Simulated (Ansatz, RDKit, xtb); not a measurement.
**Isomers of Si3H7ClO, a sample narrowed down**

A sample of isomers of Si3H7ClO is drawn. Aim: find which of them has the lowest free energy at 298.15 K, then its properties. The sample is small against all isomers, and the most stable one of this formula need not be in it.

The funnel: GFN2-xTB relaxations, single points with a density functional, relaxations at B3LYP/def2-SVP, harmonic vibrations (at GFN2-xTB), and a last energy at a higher level. All values are calculated.

### 1 Drawing up candidates

Isomers were taken from a list of plausible structures; this is a sample, not all of them. That gives 4 candidates.

| label | SMILES | spin |
| --- | --- | --- |
| c190 | O[SiH2][SiH2][SiH2]Cl | singlet |
| c350 | [SiH3]O[SiH2][SiH2]Cl | singlet |
| c758 | O[SiH2][Si@H]([SiH3])Cl | singlet |
| c900 | [SiH3]O[Si@H]([SiH3])Cl | singlet |

Candidates are built by distance geometry, with a force field where one applies, in up to four conformers (letters a to d).

**Question.** With final energies at CCSD(T)/def2-SVP + MP2/def2-TZVPP - MP2/def2-SVP, which structure will this search put lowest in free energy, and by what margin?

| quantity | value |
| --- | --- |
| lowest structure found | [SiH3]O[Si@H]([SiH3])Cl, singlet |
| next finalist | [SiH3]O[SiH2][SiH2]Cl, singlet, 4.3 kcal/mol higher in G |
| share at equilibrium, among the finalists | 99.9 % |

The lowest structure found is `[SiH3]O[Si@H]([SiH3])Cl`. The margin of 4.3 kcal/mol over the next finalist is beyond the usual error of the last level; it says nothing of structures that weren't ranked. HF/STO-3G, r2SCAN-D4/def2-SVP, B3LYP/def2-SVP, HF/def2-SVP and MP2/def2-SVP already put its bonding pattern lowest among the structures in one piece; GFN2-xTB favours the singlet [SiH3]O[SiH2][SiH2]Cl (c350b, not a finalist). The search is not exhaustive (a finite list of starts, one conformer a finalist), so a lower isomer can't be ruled out. Only 4 drawn patterns were tried, so whole families of isomers are missing, and the result ranks this sample alone. The lowest isomer need not be the one that is made and kept in a bottle, which depends on barriers.
